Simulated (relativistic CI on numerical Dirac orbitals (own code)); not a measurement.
# Zr³⁺: 3p photoemission multiplets

Wanted: the shape of the 3p photoemission spectrum of Zr³⁺ in 3 surroundings, from the same atomic integrals.

Method: Dirac-Coulomb-Breit CI, KLI orbitals optimised for each configuration, model QED (radiative potential, 1s self-energy scaled to tabulated hydrogen-like ionisation energies), valence Slater integrals scaled by 0.8, multiplet model of photoemission in the sudden approximation in a parametric crystal field. Code: relativistic CI on numerical Dirac orbitals (own code) version 1.

### 1 The system

| Item | Value |
| --- | --- |
| ion | Zr³⁺ (Zr IV) |
| nuclear charge | 40 |
| electrons | 37 |
| configurations | [Kr] 4d → [Ne] 3s2 3p5 3d10 4s2 4p6 4d |
| temperature | 300 K |
| widths | Lorentz 2 eV, Gauss 0.6 eV |
| surrounding 1 | Td, 10Dq = -16700 cm⁻¹ |
| surrounding 2 | Td, 10Dq = -21400 cm⁻¹ |
| surrounding 3 | Td, 10Dq = -26050 cm⁻¹ |

### 2 Surrounding 1: Td, 10Dq = -16700

The run's settings:

```ini
atom Zr  Z=40  charge=3  electrons=37
nucleus A=90  rms_radius_fm=4.2694
hamiltonian dirac-coulomb  breit=on  qed=on  c_scale=1
orbitals kli  potential=per-configuration
slater_scale 0.8
correlation none
mixing on
configurations
  [Kr] 4d
  [Ne] 3s2 3p5 3d10 4s2 4p6 4d
end
photoemission 3p T=300 lorentz=2 gauss=0.6
crystal_field Td 10Dq=-16700
```

### 3 Surrounding 2: Td, 10Dq = -21400

The settings differ from step 2 so:

```diff
@@ -12,2 +12,2 @@
 photoemission 3p T=300 lorentz=2 gauss=0.6
-crystal_field Td 10Dq=-16700
+crystal_field Td 10Dq=-21400
```

### 4 Surrounding 3: Td, 10Dq = -26050

The settings differ from step 3 so:

```diff
@@ -12,2 +12,2 @@
 photoemission 3p T=300 lorentz=2 gauss=0.6
-crystal_field Td 10Dq=-21400
+crystal_field Td 10Dq=-26050
```

(Steps that only read results are left out.)

**Question.** What will these runs give? Wanted: highest peak, first run; ground spin.

**Answer**, as computed:

| surrounding | ground S | centroid (eV) | spread (eV) | up to four highest peaks (% of the highest), eV |
| --- | --- | --- | --- | --- |
| 1: Td | 0.50 | 377.59 | 6.55 | 373.0 (100), 386.8 (53) |
| 2: Td | 0.50 | 377.59 | 6.55 | 373.0 (100), 386.8 (52) |
| 3: Td | 0.50 | 377.59 | 6.55 | 373.0 (100), 386.8 (52) |

```
                           quantity     value
            highest peak, first run  373.0 eV
ground spin (effective S from ⟨S²⟩)      0.50
```

The highest peak stays in place, within the step of the energy grid, in all surroundings. Energies are those of the free ion without screening by ligands; binding energies in solids differ by tens of eV.
